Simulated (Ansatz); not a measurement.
**Sn6BiB3: a short molecular-dynamics run**

What does Sn6BiB3 do over 30 steps of 1 fs under a Langevin thermostat and barostat at 2000 K and 10 GPa? The cell is a randomly packed cell of 10 atoms, taken as it stands, without a relaxation.

Method: DFT PBE, plane waves, PAW, scalar-relativistic, no spin polarisation, in Ansatz 0.2.0.

### 1 The starting structure

The cell holds 10 atoms (B3BiSn6): a = 6.551 Å, b = 6.356 Å, c = 6.466 Å, α = 97.57°, β = 91.37°, γ = 80.14°.

Coordinates:

```
B Bi Sn
1.0
     6.40150    1.23048   -0.64940
    -0.05187    6.33526    0.50903
     0.73941   -1.35306    6.27918
B Bi Sn
3 1 6
Cartesian
  1.4148 0.7349 0.9859
  4.8851 2.2214 3.5842
  6.8319 3.0952 4.6699
  5.1093 2.7711 0.5868
  1.4642 5.3297 4.7292
  3.0892 2.6132 5.6987
  6.4063 5.8531 0.7981
  3.8453 6.4441 2.5461
  4.5785 5.4182 5.4526
  2.3344 2.8276 2.6159
```

### 2 Molecular dynamics

input.yaml

```yaml
crystal:
  lattice:
    - [6.401496, 1.230478, -0.649397]
    - [-0.051873, 6.335263, 0.509032]
    - [0.739413, -1.353061, 6.279179]
  atoms:
    - { symbol: B, position: [0.20242, 0.112745, 0.1688] }
    - { symbol: B, position: [0.694942, 0.346923, 0.614553] }
    - { symbol: B, position: [0.977875, 0.470917, 0.806665] }
    - { symbol: Bi, position: [0.783526, 0.317006, 0.148783] }
    - { symbol: Sn, position: [0.156603, 0.958577, 0.691645] }
    - { symbol: Sn, position: [0.382463, 0.531289, 0.904038] }
    - { symbol: Sn, position: [0.987675, 0.767723, 0.167007] }
    - { symbol: Sn, position: [0.564391, 0.989499, 0.383642] }
    - { symbol: Sn, position: [0.623504, 0.917494, 0.858473] }
    - { symbol: Sn, position: [0.320952, 0.471883, 0.411538] }
kpoints:
  mp_grid: { grid: [3, 3, 3] }
magnetization:
  spin_polarized: false
scf:
  occupations: { method: fermi_dirac, width: 0.1 }
hamiltonian:
  pseudopotentials: { kind: paw }
  xc: pbe
basis:
  ecutwfc: 420
md:
  timestep: 1.0
  n_steps: 30
  ensemble: npt_langevin
  temperature: 2000.0
  initial_velocities: maxwell_boltzmann
  seed: 700189
  pressure: 10.0
```

Launch:

```bash
> ansatz run input.yaml --threads 2 --pin off --max-ram 2560MiB --backend cpu --events-out ev --progress --plain --runs-dir out
```

Before running it: what results should come out? Wanted: temperature, first and last step; temperature, second half; potential energy, second half; largest change of the conserved energy; volume, first and last step; mean square displacement, second half.

The runs gave:

```
                              quantity                             value
                                length                  30 steps of 1 fs
      temperature, first and last step                   1800 and 1741 K
              temperature, second half  mean 1809 K, from 1646 to 2072 K
         potential energy, second half        +3 meV/atom from the start
largest change of the conserved energy                     0.19 meV/atom
           volume, first and last step           26.29 and 22.70 Å³/atom
 mean square displacement, second half    B 0.167, Sn 0.019, Bi 0.005 Å²
```

What this shows: Against a set 2000 K the second half averages 1809 K with a spread of 146 K (in equilibrium 10 atoms would scatter by about 516 K, over a far longer run). The conserved energy strays from its start by at most 0.19 meV/atom, under 0.1 % of the mean kinetic energy, so a step of 1 fs is short enough over this time. Over the second half B atoms stand 0.4 Å (root mean square) from where they began, and the farthest move is 0.7 Å. The volume changes by -13.7 % from first to last step, and is still moving at the end, so it is no equilibrium value. 30 fs on 10 atoms is far too short and small for converged averages.
